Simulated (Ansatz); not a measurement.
# BiTe (Fm-3m) in Ansatz: a series of runs

Aim: see how the results for BiTe move with the level of theory and the settings. Levels: r2SCAN+rVV10, Slater exchange only, r2SCAN+D3(BJ), PBE. Tasks: projected density of states, elastic constants, single point.

Program: Ansatz 0.2.0. These are calculated values, not measurements. Logs are shortened: lines on timing, memory, paths and dates and some standing lists are left out, and cuts for length are marked.

## (1) The crystal as given

Symmetry: Fm-3m, No. 225, cubic system. The conventional cell has a = 6.470 Å, b = 6.470 Å, c = 6.470 Å, α = 90.00°, β = 90.00°, γ = 90.00°. Bi (site symmetry m-3m) has 6 Te at 3.23 to 3.24 Å as nearest neighbours. Te (site symmetry m-3m) has 6 Bi at 3.23 to 3.24 Å as nearest neighbours.

## (2) Projected density of states, r2SCAN+rVV10 (volume scaled by 0.96)

input.yaml reads:

```yaml
crystal:
  lattice:
    - [0.0, 3.1912784242, 3.1912784242]
    - [3.1912784242, 0.0, 3.1912784242]
    - [3.1912784242, 3.1912784242, 0.0]
  atoms:
    - { symbol: Bi, position: [0.0, 0.0, 0.0] }
    - { symbol: Te, position: [0.5, 0.5, 0.5] }
kpoints:
  mp_grid: { grid: [7, 7, 7] }
  band_path:
    path:
      - [0.0, 0.0, 0.0]
      - [0.5, 0.0, 0.5]
      - [0.5, 0.25, 0.75]
      - [0.375, 0.375, 0.75]
      - [0.0, 0.0, 0.0]
      - [0.5, 0.5, 0.5]
      - [0.625, 0.25, 0.625]
      - [0.5, 0.25, 0.75]
    npoints: 12
scf:
  occupations: { method: fermi_dirac, width: 0.05 }
hamiltonian:
  xc: r2scan
  dispersion: rvv10
  pseudopotentials: { kind: all_electron, datasets: crystal }
output:
  forces: true
  stress: true
  eigenvalues: true
  fatbands: true
  dos: { projected: true, de: 0.1, e_range: [-20, 10] }
```

Potentials or basis: all-electron PAW datasets made for the crystal.

On the command line:

```sh
> ansatz run input.yaml --threads 1 --pin off --max-ram 2560MiB --backend cpu --events-out ev --progress --plain --runs-dir out
```

Standard output:

```text
Warning: RAYON_NUM_THREADS=1 ignored (pool sized by the plan → 1); use --threads N
hamiltonian.pseudopotentials.datasets: crystal makes datasets for this crystal and solves the spheres of its atoms anew in each pass: cutoff 260.0 eV, the density's 1820.0 eV;, for an error of 0.50 meV an atom under PBE, 1.0 meV for the cell; an energy difference from a run of another recipe may be off by several times the error for the cell, under r2SCAN by more, where some 0.1 meV an atom stays at smaller errors; Te in spheres of 1.376 Å, 16 of its electrons in bands; Bi in spheres of 1.376 Å, 15 of its electrons in bands
Engine: ansatz 0.2.0, x86_64-unknown-linux-gnu
Pseudopotentials: kind: all_electron
Pseudopotential: Bi, paw, valence charge 15, recommended cutoff 260 eV (normal), crystal/all_electron/r2scan/scalar/gaussian/Bi, Koelling and Harmon's equation, gaussian nucleus
Pseudopotential: Te, paw, valence charge 16, recommended cutoff 260 eV (normal), crystal/all_electron/r2scan/scalar/gaussian/Te, Koelling and Harmon's equation, gaussian nucleus
Functional definition: r2SCAN+rVV10
  parameter k0 = 0.174
  parameter k1 = 0.065
  parameter a1 = 4.9479
  exchange = r2scan_x(k0 = k0, k1 = k1, a1 = a1)
  correlation = r2scan_c + rvv10(11.95, 0.0093)
Crystal: 2 atoms, lattice volume = 65.002 Å³
Basis set: ecut = 260 eV, 609 PW (Γ), exchange–correlation on 108×108×108 points (27 copies of the dense FFT grid, shifted against one another)
Bands: 20, of which v1, the nominal top of the filled ones, is band 16 counted from 1 (15 counted from 0)
Symmetry: 48 space group operations
Space group: Fm-3m (ITA 225), of the structure as read, at distance tolerance 4.0e-5 Å
k-points: 20 of 343
Non-local potential: Bi, projectors of the file, l = 0: 1, l = 1: 1, l = 2: 2
Non-local potential: Te, projectors of the file, l = 0: 1, l = 1: 1, l = 2: 2
PAW form: soft (Blöchl's): semilocal exchange-correlation on the pseudo side does not see the compensation charge
rVV10 density: all electrons in the spheres
PAW one-centre angular grid: Bi, 590 points (default); XC on its mesh's 1809 points in the sphere
PAW one-centre angular grid: Te, 590 points (default); XC on its mesh's 1857 points in the sphere
Initial density: superposition of atomic densities (neutral atoms: chi_scale 0, normalization atom)
Initial wavefunctions: pseudopotential atomic-orbital guess
Functional: x = r2scan, c = r2scan + rvv10(b = 11.95, C = 0.0093); τ floored in thin density (d = 2e-4 eV/Å³)
iter 1 solved again at ethr=4.05e-4 eV; its pass at ethr=1.00e-1 eV (dr2=1.26e-1 eV) is discarded
SCF iter   1: F=—  HF=-770680.550924 eV  |F-HF|=—  |Δ(HF+E_count)|=         —  Δρ=1.21e-2  dr2=1.39e-1  dr2_τ=1.15e-3  ethr=4.05e-4  ⟨swp⟩=5.6  Hψ=2339  notcnv=0
preconditioner: auto → Kerker (q_TF=auto, 2.412 Å⁻¹)  [metal: Δε(μ)=0.051 eV  Ē_g=10.174 eV  σ=0.050 eV  W_gap=0.25  n_scr=14 (ndim 8)  ℏωp=15.3 eV  f_vac=0.000  D(μ)=2.48/eV (n_scr^D=14)]
SCF iter   2: F=—  HF=-770680.556262 eV  |F-HF|=—  |Δ(HF+E_count)|=   5.34e-3  Δρ=8.41e-3  dr2=6.18e-2  dr2_τ=4.15e-5  ethr=4.05e-4  ⟨swp⟩=2.7  Hψ=814  notcnv=0  defer=6
iter 3 solved again at ethr=1.41e-5 eV; its pass at ethr=1.99e-4 eV (dr2=4.36e-3 eV) is discarded
SCF iter   3: F=—  HF=-770680.560535 eV  |F-HF|=—  |Δ(HF+E_count)|=   4.27e-3  Δρ=2.54e-3  dr2=4.31e-3  dr2_τ=1.01e-5  ethr=1.41e-5  ⟨swp⟩=2.0  Hψ=1614  notcnv=0  defer=1
SCF iter   4: F=—  HF=-770680.561441 eV  |F-HF|=—  |Δ(HF+E_count)|=   9.06e-4  Δρ=1.41e-3  dr2=1.33e-3  dr2_τ=4.07e-7  ethr=1.39e-5  ⟨swp⟩=2.2  Hψ=729  notcnv=0
SCF iter   5: F=—  HF=-770680.561834 eV  |F-HF|=—  |Δ(HF+E_count)|=   3.93e-4  Δρ=2.95e-4  dr2=5.49e-5  dr2_τ=4.95e-7  ethr=4.29e-6  ⟨swp⟩=3.0  Hψ=1154  notcnv=0
SCF iter   6: F=—  HF=-770680.561863 eV  |F-HF|=—  |Δ(HF+E_count)|=   2.85e-5  Δρ=8.84e-5  dr2=4.76e-6  dr2_τ=1.87e-8  ethr=1.77e-7  ⟨swp⟩=3.0  Hψ=947  notcnv=0
SCF iter   7: F=—  HF=-770680.561861 eV  |F-HF|=—  |Δ(HF+E_count)|=   1.37e-6  Δρ=2.41e-5  dr2=3.46e-7  dr2_τ=2.74e-8  ethr=1.53e-8  ⟨swp⟩=3.2  Hψ=945  notcnv=0
SCF iter   8: F=—  HF=-770680.561861 eV  |F-HF|=—  |Δ(HF+E_count)|=   4.40e-7  Δρ=9.36e-6  dr2=6.88e-8  dr2_τ=7.14e-10  ethr=1.12e-9  ⟨swp⟩=3.0  Hψ=974  notcnv=0
SCF iter   9: F=—  HF=-770680.561861 eV  |F-HF|=—  |Δ(HF+E_count)|=   1.86e-8  Δρ=5.32e-6  dr2=1.95e-8  dr2_τ=1.53e-10  ethr=2.22e-10  ⟨swp⟩=3.0  Hψ=935  notcnv=0
SCF iter  10: F=-770680.561861 eV  HF=-770680.561861 eV  |F-HF|=9.31e-10  |Δ(HF+E_count)|=   3.14e-9  Δρ=1.45e-6  dr2=1.38e-9  dr2_τ=2.51e-11  ethr=6.29e-11  ⟨swp⟩=3.0  Hψ=834  notcnv=0
SCF 1 converged in 10 iterations: F = -770680.561861 eV  dr2 = 1.38e-9
  Residual-converged pass: ⟨swp⟩=2.1  Hψ=696  notcnv=0  max |occ|·‖R‖ = 5.2e-6 eV (tolerance 5.3e-6 eV)  dr2=1.34e-9  dr2_τ=2.68e-11  dr2_onsite=1.98e-8  max |Δocc| = 2.9e-11
NSCF: frozen V_eff on 85 k-points
SCF converged after 10 iterations
Free energy (F): -770680.561861 eV
Harris-Foulkes:  -770680.561861 eV  (|F-HF|=9.31e-10)
Internal energy: -770680.544371 eV  (E = F + TS)
E sigma→0 (E₀):  -770680.553116 eV
Entropy (-TS):   -0.017490 eV (-8.745 meV/atom)
Past the cutoff: the bands carry plane waves up to 2.50 times it, of which those up to 1.5 times it add -0.000581 eV an atom, each by itself; the spheres take 0.000721 eV an atom off the energy for waves past 2.50 times it
Past the cutoffs: a stress includes 0.0013 GPa for waves and charges beyond them, in addition to the slope of what the spheres take
In the spheres:  the bands' charges fall short by 9.4e-7 e at most (sound up to 1e-3)
Fermi energy:    13.474996 eV
--- Per-component energies (eV) ---
  E_band       = -275.513434
  E_kinetic    = 267.451313
  E_local      = -2479.553964  (includes V_loc(G=0)·N_el)
  E_nonlocal   = 248.316371
  E_hartree    = 1148.902553
  E_xc         = -162.474448
  E_vxc        = -232.914216  (∫ρ·V_xc dr)
  E_paw        = -774793.949481  (= ΣΔE_a)
  E_vpaw       = -8560.199365  (= ΣTr[D̂ρ^β])
  E_vtau       = 15.064936  (kinetic-family band-sum trace: ∫τ·v_τ [+ j·A + Jᵃ·Aᵃ] dr)
  E_ewald      = -3077.752069
  E_smearing   = -0.017490  (= −TS)
  E_closure    = 8168.515355  (closes the sum)
  Σ components = -770680.561861   (vs F -770680.561861, Δ=0.00e0)
  The terms above E_closure are by the made datasets' own strengths, without shells solved beside the bands.
--- Forces (eV/Å), atoms counted from 1 ---
  atom   1  Bi    -0.00000000     0.00000000    -0.00000000
  atom   2  Te     0.00000000    -0.00000000     0.00000000
  max |Σ_I F_I| component: 1.85e-29 eV/Å
--- Stress (GPa, compression-positive) ---
        1.455898       0.000000       0.000000
       -0.000000       1.455898       0.000000
       -0.000000      -0.000000       1.455898
  P = ⅓ Tr σ = 1.4559 GPa (14.559 kbar)
--- Band table (eV; the first three rows and the last of 20) ---
  k-point 0: bands = ["-24.8905", "-24.8905", "-24.8869", "-24.8869", "-24.8869", "-10.5475", "-10.5475", "-10.5423", "-10.5423", "-10.5423", "-1.0339", "5.3126", "10.4960", "10.4960", "10.4960", "15.7446", "15.7446", "15.7446", "18.3324"]
  k-point 1: bands = ["-24.8905", "-24.8905", "-24.8868", "-24.8867", "-24.8867", "-10.5488", "-10.5488", "-10.5419", "-10.5409", "-10.5409", "-0.8305", "4.7375", "10.5662", "10.5662", "10.7789", "14.9711", "15.0040", "15.0040", "18.1610"]
  k-point 2: bands = ["-24.8903", "-24.8903", "-24.8866", "-24.8864", "-24.8864", "-10.5522", "-10.5522", "-10.5411", "-10.5373", "-10.5373", "-0.2305", "3.4562", "10.7923", "10.7923", "11.2740", "13.7485", "13.7545", "13.7545", "18.7571"]
  k-point 19: bands = ["-24.8907", "-24.8901", "-24.8865", "-24.8862", "-24.8857", "-10.5626", "-10.5488", "-10.5397", "-10.5362", "-10.5300", "1.5353", "2.0087", "7.7615", "8.4097", "11.2301", "13.5510", "16.9826", "17.9310", "18.3352"]
```

It took 16 s on 1 thread of Intel Xeon 6975P-C (Granite Rapids), shared host; peak memory 0.74 GiB.

Results:

| Item | Value |
| --- | --- |
| Free energy | -770680.5619 eV |
| Pressure | 1.5 GPa |
| Band gap along the path | none (metal or under the smearing width) |

Levels at the corners of the path, in eV from the Fermi level:
```
point  band 12  band 13  band 14  band 15  band 16  band 17  band 18  band 19
    Γ    -8.16    -2.98    -2.98    -2.98     2.27     2.27     2.27     4.86
    X   -10.35    -6.34    -4.57    -4.57     2.24     3.91     3.91     5.52
    W   -11.45    -5.60    -5.60    -1.81    -0.32     4.25     4.25     5.43
    K   -11.25    -5.94    -4.02    -3.85     2.07     2.20     3.96     4.80
    Γ    -8.16    -2.98    -2.98    -2.98     2.27     2.27     2.27     4.86
    L   -11.92    -2.27    -2.27    -1.68    -0.83    -0.83    -0.79     7.80
    U   -11.25    -5.94    -4.02    -3.85     2.07     2.20     3.96     4.80
    W   -11.45    -5.60    -5.60    -1.81    -0.32     4.25     4.25     5.43
```

States per cell in windows of 0.5 eV (zero at the Fermi level; states under -8 eV left out):
```csv
from (eV),total,Te2 p,Bi1 p,Te2 d,Bi1 d,Bi1 s,Te2 s
-8.0,0.00,0.00,0.00,0.00,0.00,0.00,0.00
-7.5,0.00,0.00,0.00,0.00,0.00,0.00,0.00
-7.0,0.00,0.00,0.00,0.00,0.00,0.00,0.00
-6.5,0.03,0.01,0.00,0.00,0.00,0.00,0.00
-6.0,0.27,0.08,0.04,0.00,0.00,0.00,0.00
-5.5,0.37,0.11,0.06,0.00,0.00,0.00,0.00
-5.0,0.63,0.19,0.10,0.00,0.00,0.00,0.00
-4.5,0.86,0.28,0.13,0.00,0.00,0.01,0.01
-4.0,0.90,0.32,0.13,0.00,0.01,0.01,0.01
-3.5,0.89,0.34,0.11,0.00,0.01,0.01,0.01
-3.0,0.97,0.40,0.10,0.01,0.01,0.03,0.01
-2.5,0.97,0.41,0.07,0.01,0.01,0.06,0.01
-2.0,0.11,0.05,0.01,0.00,0.00,0.01,0.00
-1.5,0.00,0.00,0.00,0.00,0.00,0.00,0.00
-1.0,0.01,0.00,0.00,0.00,0.00,0.00,0.00
-0.5,0.52,0.04,0.19,0.02,0.00,0.00,0.02
0.0,0.93,0.11,0.32,0.03,0.01,0.01,0.04
0.5,0.63,0.10,0.20,0.02,0.00,0.01,0.02
1.0,0.59,0.11,0.18,0.02,0.00,0.01,0.02
1.5,0.65,0.14,0.19,0.02,0.01,0.01,0.01
2.0,0.81,0.18,0.21,0.03,0.01,0.01,0.01
2.5,0.60,0.15,0.14,0.02,0.01,0.01,0.01
3.0,0.66,0.17,0.15,0.02,0.01,0.00,0.00
3.5,0.62,0.15,0.15,0.02,0.01,0.00,0.00
4.0,0.56,0.10,0.10,0.03,0.02,0.00,0.00
4.5,0.72,0.07,0.09,0.04,0.03,0.00,0.00
5.0,0.39,0.02,0.04,0.03,0.02,0.00,0.00
5.5,0.27,0.01,0.02,0.02,0.02,0.00,0.00
6.0,0.28,0.01,0.02,0.03,0.02,0.00,0.00
6.5,0.49,0.01,0.03,0.05,0.03,0.00,0.00
7.0,0.54,0.01,0.04,0.05,0.03,0.00,0.00
7.5,0.37,0.01,0.03,0.03,0.02,0.00,0.00
```

Caveat: the program warned that the printed levels may be off, so bands, gaps and densities of states are rough; spin-orbit coupling is left out, which moves the levels of the heavy elements; pairwise dispersion overbinds metals, which lowers pressure and volume.

[end of part 1 of 3]
